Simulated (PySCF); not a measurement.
# Bi(CN)3: forces at shaken geometries

Aim: move all atoms of relaxed Bi(CN)3 at random and read energies and forces. It is a constructed species; whether it can be made isn't addressed.

Method: r2SCAN, Bi def2-SVP with ECP60, C def2-SVP, N def2-SVP; scalar-relativistic core potentials, no spin–orbit coupling; program: PySCF 2.14.0.

4 further runs of the same task are left out: 2 for a known fault of the program, 1 that didn't finish, 1 set aside as unsound or not needed.

## Step 1: The starting structure

7 atoms, charge 0, spin multiplicity 1.

Bond lengths: Bi1–C2 2.234 Å, Bi1–C4 2.234 Å, Bi1–C6 2.234 Å, C2–N3 1.166 Å, C4–N5 1.166 Å, C6–N7 1.166 Å. Angles: C2–Bi1–C4 92.4°, C2–Bi1–C6 92.4°, C4–Bi1–C6 92.4°, Bi1–C2–N3 173.5°, Bi1–C4–N5 173.5°, Bi1–C6–N7 173.5°.

Geometry (Å):

```
Bi    0.00000    0.00000    0.71206
C     1.86174   -0.00001   -0.52278
N     2.90062   -0.00001   -1.05245
C    -0.93086    1.61231   -0.52278
N    -1.45030    2.51201   -1.05245
C    -0.93087   -1.61231   -0.52278
N    -1.45032   -2.51200   -1.05245
```

Formal oxidation states: Bi +3. An earlier session relaxed this geometry at r2SCAN, Bi def2-SVP with ECP60, C def2-SVP, N def2-SVP (singlet, point group C3v).

Its energy there is -492.838214 Eh.

## Step 2: Atoms moved at random, σ = 0.06 Å

File run.py (the lines that set the calculation):

```python
mol = gto.M(atom='''
Bi    -0.06488    -0.09024     0.67883
C      1.81573     0.03185    -0.58823
N      2.88535     0.04230    -1.07401
C     -1.01023     1.59092    -0.50494
N     -1.31285     2.47149    -1.00827
C     -0.89748    -1.58146    -0.49565
N     -1.41564    -2.46485    -1.02139''',
    basis={'Bi': 'def2-SVP', 'C': 'def2-SVP', 'N': 'def2-SVP'},
    ecp={'Bi': 'def2-SVP'},
    charge=0, spin=0)
mf = dft.RKS(mol, xc='R2SCAN')
mf.grids.atom_grid = (50, 194)
mf = mf.density_fit()  # fitting sets: Bi def2-universal-JKFIT, C def2-universal-JKFIT, N def2-universal-JKFIT
mf.conv_tol = 1e-08; mf.max_cycle = 55
mf.kernel(dm0)  # dm0: the density of the relaxed state
```

Command:

```console
$ OMP_NUM_THREADS=2 python run.py
```

## Step 3: Atoms moved at random, σ = 0.06 Å

File run.py (the lines that set the calculation):

```python
mol = gto.M(atom='''
Bi     0.07107    -0.04811     0.76223
C      1.86445     0.03169    -0.49809
N      2.83252     0.04026    -1.10011
C     -0.94894     1.53106    -0.57407
N     -1.52076     2.55849    -1.04727
C     -0.90531    -1.60935    -0.38686
N     -1.39303    -2.50403    -1.16948''',
    basis={'Bi': 'def2-SVP', 'C': 'def2-SVP', 'N': 'def2-SVP'},
    ecp={'Bi': 'def2-SVP'},
    charge=0, spin=0)
mf = dft.RKS(mol, xc='R2SCAN')
mf.grids.atom_grid = (50, 194)
mf = mf.density_fit()  # fitting sets: Bi def2-universal-JKFIT, C def2-universal-JKFIT, N def2-universal-JKFIT
mf.conv_tol = 1e-08; mf.max_cycle = 55
mf.kernel(dm0)  # dm0: the density of the relaxed state
```

## Step 4: Atoms moved at random, σ = 0.1 Å

File run.py (the lines that set the calculation):

```python
mol = gto.M(atom='''
Bi    -0.01311     0.05166     0.66090
C      1.82220     0.06580    -0.65085
N      2.92411     0.04571    -1.03055
C     -0.87812     1.57889    -0.49004
N     -1.57171     2.57053    -1.10226
C     -0.82043    -1.69022    -0.46039
N     -1.46294    -2.62237    -0.94046''',
    basis={'Bi': 'def2-SVP', 'C': 'def2-SVP', 'N': 'def2-SVP'},
    ecp={'Bi': 'def2-SVP'},
    charge=0, spin=0)
mf = dft.RKS(mol, xc='R2SCAN')
mf.grids.atom_grid = (50, 194)
mf = mf.density_fit()  # fitting sets: Bi def2-universal-JKFIT, C def2-universal-JKFIT, N def2-universal-JKFIT
mf.conv_tol = 1e-08; mf.max_cycle = 55
mf.kernel(dm0)  # dm0: the density of the relaxed state
```

**Question.** What will these runs give? Wanted: for each run, σ; energy rise; harmonic estimate −½ F·u; largest force component.

**Answer**, as computed:

| σ (Å) | energy rise (eV) | harmonic estimate −½ F·u (eV) | largest force component (eV/Å) |
| --- | --- | --- | --- |
| 0.06 | 1.125 | 1.102 | 15.54 |
| 0.06 | 1.308 | 1.282 | 7.48 |
| 0.1 | 1.871 | 1.631 | 10.53 |

Every displacement raises the energy. For a harmonic well the rise equals −½ F·u; the two differ by at most 13 % here (a move with σ = 0.1 Å), from anharmonicity, the grid and the small forces left at the relaxed point. The bases are small and lack diffuse functions. Spin–orbit coupling is left out.
